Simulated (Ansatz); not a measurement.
Run this with the Ansatz DFT code, driven from Python and show what comes out.

Script `scan_aghs.py`:
```python
import warnings

import ansatz
from ase import Atoms
import numpy as np


def main() -> None:
    warnings.simplefilter('ignore', ansatz.DeckWarning)

    atoms = Atoms(['S', 'Ag', 'H'], positions=[
        (-0.3836, -0.4979, -0.2724),
        (1.7306, -0.1355, 0.9352),
        (-1.3579, 0.5685, -0.676),
    ])
    aghs = ansatz.Crystal.molecule_from_ase(atoms)

    symbols = [site.symbol for site in aghs.cartesian_sites]
    start = np.array([site.position_ang for site in aghs.cartesian_sites])
    axis = (start[2] - start[0]) / np.linalg.norm(start[2] - start[0])
    moving = [2]
    lengths, energies = [1.32, 1.38, 1.44, 1.5, 1.56, 1.62, 1.68, 1.77], []
    for length in lengths:
        xyz = start.copy()
        xyz[moving] += (length - np.linalg.norm(start[2] - start[0])) * axis
        point = ansatz.Crystal.molecule()
        for symbol, place in zip(symbols, xyz):
            point = point.atom(symbol, place.tolist())
        setup = (
            point.calculation()
            .basis(gaussian='def2-SVP')
            .correlation('ccsd_t')
        )
        rep = setup.run(threads=1).report
        energies.append(rep['free_energy_ev'])
        print(f'r = {length:6.3f} A  E = {energies[-1]:.5f} eV  <S^2> = {abs(rep["mean_field"]["state"]["spin_squared"]):.3f}')

    fit = np.polynomial.Polynomial.fit(lengths, np.array(energies) - min(energies), 4).convert()
    roots = [r.real for r in fit.deriv().roots() if abs(r.imag) < 1e-9 and fit.deriv(2)(r.real) > 0]
    r_e = min(roots, key=lambda r: abs(r - lengths[int(np.argmin(energies))]))
    print(f'minimum of the fit at {r_e:.4f} A, force constant {fit.deriv(2)(r_e):.2f} eV/A^2')


if __name__ == '__main__':
    main()
```

Running `python scan_aghs.py` prints:
```text
r =  1.320 A  E = -14818.15165 eV  <S^2> = 0.000
r =  1.380 A  E = -14818.14623 eV  <S^2> = 0.000
r =  1.440 A  E = -14818.05982 eV  <S^2> = 0.000
r =  1.500 A  E = -14817.91636 eV  <S^2> = 0.000
r =  1.560 A  E = -14817.73426 eV  <S^2> = 0.000
r =  1.620 A  E = -14817.52776 eV  <S^2> = 0.000
r =  1.680 A  E = -14817.30787 eV  <S^2> = 0.000
r =  1.770 A  E = -14816.97094 eV  <S^2> = 0.000
minimum of the fit at 1.3455 A, force constant 26.14 eV/A^2
```

Total energies depend on the basis set; only differences at equal settings carry meaning. The rest of the molecule is held rigid at a force-field or estimated start geometry, and the basis set is modest; single-reference methods fail as a bond breaks. def2 sets replace the cores of elements past krypton by effective core potentials. The orbitals are restricted, so S² is zero by construction. S² is that of the Hartree-Fock reference. Run time: 9.9 s on 1 thread of AMD EPYC 7R43 64-Core Processor (Zen 3), on a shared host, peak memory 0.21 GiB.
